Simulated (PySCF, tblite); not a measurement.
**C₄H₆ClNSi: geometry, infrared bands and NMR shifts**

What infrared bands and NMR shifts should C₄H₆ClNSi (`C=N[Si@@H](Cl)C#CC`) show?

Computed with tblite 0.8.0 and PySCF 2.14.0, with density-fitted response routines of our own, on a single molecule in the gas phase. Atoms count from 0, in the outputs and in this text.

## 1. Starting geometry

13 atoms, charge 0, multiplicity 1; geometry from: force field or distance geometry start.

Bonds of the start (Å): C0–N1 1.29, N1–Si2 1.74, Si2–Cl3 2.03, Si2–C4 1.88, C4–C5 1.20, C5–C6 1.46, C0–H7 1.11, C0–H8 1.11, Si2–H9 1.48, C6–H10 1.09, C6–H11 1.10, C6–H12 1.09.

## 2. Geometry optimisation with GFN2-xTB

Job settings and geometry (Å):

```
{"job": {"kind": "relax", "xc": "GFN2-xTB", "basis": "xTB"}, "charge": 0, "multiplicity": 1}
C      2.630900     0.573800     0.287200
N      2.395200     0.063000    -0.878600
Si     1.121400    -1.114800    -0.957500
Cl     1.548100    -2.710500     0.225400
C     -0.501400    -0.358700    -0.376600
C     -1.537800     0.129600    -0.011200
C     -2.790500     0.725500     0.443100
H      3.435100     1.326500     0.397000
H      2.072900     0.337800     1.217400
H      1.010100    -1.607400    -2.349100
H     -2.606800     1.599300     1.069600
H     -3.372100     0.000400     1.037800
H     -3.409400     1.036000    -0.393900
```

Run with:

```sh
> OMP_NUM_THREADS=1 python probes_run.py task.json out
```

This one command runs all jobs of the session in turn.

**Question.** This job is followed by: GFN2-xTB harmonic vibrations, gas phase; GIAO PBE0/pcSseg-1 NMR shielding, non-relativistic, gas phase. What will the session give for the following? strongest single infrared mode (GFN2-xTB); zero-point energy (GFN2-xTB); 13C shifts against TMS (PBE0/pcSseg-1); 1H shifts against TMS (PBE0/pcSseg-1, means over atoms taken as alike); 15N shifts against NH3 (PBE0/pcSseg-1); 29Si shifts against TMS (PBE0/pcSseg-1); 35Cl shifts against HCl (PBE0/pcSseg-1).

**Answer**, as computed:

```
                                                              quantity                        value
                             strongest single infrared mode (GFN2-xTB)         634 cm⁻¹, 393 km/mol
                                          zero-point energy (GFN2-xTB)                53.8 kcal/mol
                                13C shifts against TMS (PBE0/pcSseg-1)  172.7, 113.5, 82.4, 5.7 ppm
1H shifts against TMS (PBE0/pcSseg-1, means over atoms taken as alike)   8.72, 8.66, 5.61, 2.10 ppm
                                15N shifts against NH3 (PBE0/pcSseg-1)                    422.2 ppm
                               29Si shifts against TMS (PBE0/pcSseg-1)                    -42.7 ppm
                               35Cl shifts against HCl (PBE0/pcSseg-1)                       23 ppm
```

What this shows: Relaxing lowered the energy by 0.309 eV in 111 steps; the close pair that moved most is C0–N1, from 1.294 to 1.246 Å. The lowest mode is slightly imaginary (18i cm⁻¹), a soft motion within the noise of the Hessian, so the minimum is not strictly shown. The strongest single mode, at 634 cm⁻¹, moves mainly H9. Unscaled tight-binding wavenumbers are off by several per cent, some by more. Its intensities can rank the bands wrongly. At PBE0/pcSseg-1: Shielding is most anisotropic at N1 (span 805 ppm, paramagnetic term -485 ppm).
